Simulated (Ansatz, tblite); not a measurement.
# In(PH3)F3 (F3H3InP): one state, many levels

Aim: run the singlet of In(PH3)F3 (F3H3InP) at one geometry on many levels, and compare frontier levels, spin and run time.

The runs use Ansatz 0.2.0, Gaussian basis; as each input shows.

Levels to be run: GFN1-xTB, GFN2-xTB, PBE-D4/def2-TZVP, r2SCAN-D4/def2-TZVP, HSE06-D4/def2-TZVP, CAM-B3LYP-D4/def2-TZVP, BHLYP-D4/def2-TZVP, B97M-V/def2-TZVP, r2SCAN0-D4/def2-TZVP, B3LYP-D4/def2-TZVP, HF/def2-TZVP, PBE+5HF/def2-TZVP, PBE+10HF/def2-TZVP, PBE+15HF/def2-TZVP, PBE+35HF/def2-TZVP, PBE+50HF/def2-TZVP, PBE-D4/def2-SVP, PBE0-D4/def2-SVP, PBE0-D4/def2-TZVPD, PBE-D4/def2-TZVPD, r2SCAN-D4/def2-TZVPD, CCSD(T)/def2-TZVP, RPA/def2-TZVP.

1 further run of the same task is left out (set aside as unsound or not needed). Runs told in other sessions of the task aren't counted.

## 1. The geometry

The singlet was relaxed beforehand with r2SCAN-D4/def2-SVP.

8 atoms, charge 0, spin multiplicity 1.

Bond lengths: In1–P2 2.736 Å, In1–F6 1.958 Å, In1–F7 1.958 Å, In1–F8 1.958 Å, P2–H3 1.416 Å, P2–H4 1.416 Å, P2–H5 1.416 Å. Angles: P2–In1–F6 98.0°, P2–In1–F7 98.1°, P2–In1–F8 97.9°, F6–In1–F7 118.2°, F6–In1–F8 118.1°, F7–In1–F8 118.0°, In1–P2–H3 118.1°, In1–P2–H4 117.9°, In1–P2–H5 117.9°, H3–P2–H4 99.8°, H3–P2–H5 99.8°, H4–P2–H5 99.8°.

In takes a core potential in the def2 sets. No spin-orbit coupling is included.

PBE0-D4/def2-TZVP was run before; its log isn't repeated, and its numbers join the tables.

## 2. GFN1-xTB

Tight binding, by tblite at 300 K electronic temperature and without a spin-polarisation term:

```python
tblite.interface.Calculator('GFN1-xTB', numbers, positions, charge=0, uhf=0).singlepoint()
```

Energy -578.5687 eV, HOMO -12.72 eV, LUMO -8.88 eV; 0.008 s.

## 3. GFN2-xTB

Tight binding, by tblite at 300 K electronic temperature and without a spin-polarisation term:

```python
tblite.interface.Calculator('GFN2-xTB', numbers, positions, charge=0, uhf=0).singlepoint()
```

Energy -532.2632 eV, HOMO -12.83 eV, LUMO -9.19 eV; 0.006 s.

## 4. PBE-D4/def2-TZVP

start.molden holds the orbitals of an earlier run on this state, given as this run's starting guess.

The input, in.yaml:

```yaml
crystal:
  periodic: [false, false, false]
  atoms:
    - {symbol: In, position_ang: [-0.004299, 0.010115, -1.515437]}
    - {symbol: P, position_ang: [0.004742, -0.006889, 1.220907]}
    - {symbol: H, position_ang: [0.707966, 1.023081, 1.892029]}
    - {symbol: H, position_ang: [0.551583, -1.137706, 1.875058]}
    - {symbol: H, position_ang: [-1.241568, 0.078070, 1.888095]}
    - {symbol: F, position_ang: [1.933813, -0.014350, -1.793492]}
    - {symbol: F, position_ang: [-0.954351, 1.702311, -1.776341]}
    - {symbol: F, position_ang: [-0.997905, -1.654642, -1.790819]}
basis:
  gaussian: {orbitals: def2-TZVP, initial_orbitals: start.molden}
hamiltonian: {xc: pbe, dispersion: d4}
scf: {omitted_lower_state_checks: [starts]}
output: {orbitals: {seedname: orbitals}}
```

Started as:

```
$ ansatz run in.yaml --threads 4 --pin off --events-out ev --progress --plain --max-ram 3916MiB
```

After this run come: r2SCAN-D4/def2-TZVP; HSE06-D4/def2-TZVP; CAM-B3LYP-D4/def2-TZVP; BHLYP-D4/def2-TZVP; B97M-V/def2-TZVP; r2SCAN0-D4/def2-TZVP; B3LYP-D4/def2-TZVP; HF/def2-TZVP; PBE+5HF/def2-TZVP; PBE+10HF/def2-TZVP; PBE+15HF/def2-TZVP; PBE+35HF/def2-TZVP; PBE+50HF/def2-TZVP; PBE-D4/def2-SVP; PBE0-D4/def2-SVP; PBE0-D4/def2-TZVPD; PBE-D4/def2-TZVPD; r2SCAN-D4/def2-TZVPD; CCSD(T)/def2-TZVP; RPA/def2-TZVP.

Before running them: what should the planned runs give, taken together? Wanted: gap in def2-TZVP, named functionals and Hartree-Fock, smallest and largest; gap over the share of exact exchange; correlation energy, CCSD(T)/def2-TZVP; binding an atom, CCSD(T)/def2-TZVP; PBE0 total energy, smallest basis above largest.

The runs gave:

| quantity | value |
| --- | --- |
| gap in def2-TZVP, named functionals and Hartree-Fock, smallest and largest | 5.14 eV (PBE-D4), 14.58 eV (HF) |
| gap over the share of exact exchange | 5.14 eV at 0, 10.18 eV at 0.5 |
| correlation energy, CCSD(T)/def2-TZVP | -33.88 eV |
| binding an atom, CCSD(T)/def2-TZVP | 2.883 eV |
| PBE0 total energy, smallest basis above largest | 14.18 eV (def2-SVP, def2-TZVPD) |

In words: Orbital gaps of the named functionals and Hartree-Fock in def2-TZVP span 5.14 eV (PBE-D4) to 14.58 eV (HF); exact exchange widens it. Raising the share of exact exchange from 0 to 0.5 moves the HOMO by -3.12 eV and the LUMO by +1.91 eV. The functionals in def2-TZVP miss CCSD(T)/def2-TZVP by -0.039 (BHLYP-D4) to +0.162 eV (PBE-D4) an atom. The reference is CCSD(T) in one finite basis, so it carries an error of its own, often a tenth of an eV or more, and near misses can't be ranked.
